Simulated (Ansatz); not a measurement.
**CH6GaN: basis-set convergence**

The task here is to estimate one member of a computed series from the others.

The runs use Ansatz 0.2.0, Gaussian basis; one geometry, several basis sets.

Levels to be run: PBE0-D4/def2-SVP; ωB97M-V/def2-SVP; PBE0-D4/def2-QZVPP; ωB97M-V/def2-QZVPP; the functionals' def2-TZVPP values are taken from earlier runs.

## Structure used throughout

All runs share one geometry, relaxed beforehand with PBE0-D4 in a triple-zeta def2 set.

SMILES `[CH3][GaH][NH2]`, 9 atoms, charge 0, spin multiplicity 1.

Atoms are counted from 1 here; the program's logs count them from 0.

Bond lengths: C1–Ga2 1.962 Å, C1–H4 1.093 Å, C1–H5 1.093 Å, C1–H6 1.091 Å, Ga2–N3 1.819 Å, Ga2–H7 1.566 Å, N3–H8 1.006 Å, N3–H9 1.006 Å. Angles: Ga2–C1–H4 110.5°, Ga2–C1–H5 110.5°, Ga2–C1–H6 111.7°, H4–C1–H5 107.2°, H4–C1–H6 108.5°, H5–C1–H6 108.5°, C1–Ga2–N3 118.1°, C1–Ga2–H7 126.4°, N3–Ga2–H7 115.5°, Ga2–N3–H8 124.0°, Ga2–N3–H9 124.3°, H8–N3–H9 111.7°.

The first run:

Contents of in.yaml:

```yaml
crystal:
  periodic: [false, false, false]
  atoms:
    - {symbol: C, position_ang: [-0.279100, 0.944668, -1.124790]}
    - {symbol: Ga, position_ang: [0.513388, -0.531858, -0.104388]}
    - {symbol: N, position_ang: [-0.068180, -0.807640, 1.596756]}
    - {symbol: H, position_ang: [-0.755984, 0.568332, -2.033077]}
    - {symbol: H, position_ang: [0.493364, 1.652233, -1.435637]}
    - {symbol: H, position_ang: [-1.026297, 1.483452, -0.540124]}
    - {symbol: H, position_ang: [1.617887, -1.521304, -0.608688]}
    - {symbol: H, position_ang: [0.276534, -1.536607, 2.197701]}
    - {symbol: H, position_ang: [-0.771612, -0.251286, 2.052236]}
basis:
  gaussian: {orbitals: def2-SVP}
hamiltonian: {xc: pbe0, dispersion: d4}
output: {orbitals: {seedname: orbitals}}
```

Steps of the session up to this table: PBE0-D4 in def2-SVP; ωB97M-V in def2-SVP; PBE0-D4 in def2-QZVPP; ωB97M-V in def2-QZVPP.

One of the session's tables, all rows but one given; the rest of the session is left out.

It belongs to the step «Density functionals: the series». 

```
functional       basis  HOMO (eV)  LUMO (eV)
   PBE0-D4    def2-SVP      -7.03      -0.10
   PBE0-D4  def2-TZVPP      -7.18      -0.27
   PBE0-D4  def2-QZVPP      -7.23      -0.37
   ωB97M-V    def2-SVP          ?          ?
   ωB97M-V  def2-TZVPP      -9.58       1.40
   ωB97M-V  def2-QZVPP      -9.62       1.06
```

Estimate the missing values for ωB97M-V, def2-SVP.

The run gave: HOMO (eV): -9.41; LUMO (eV): 1.64. In the column «HOMO (eV)» it lies between ωB97M-V, def2-TZVPP (-9.58) and PBE0-D4, def2-QZVPP (-7.23).
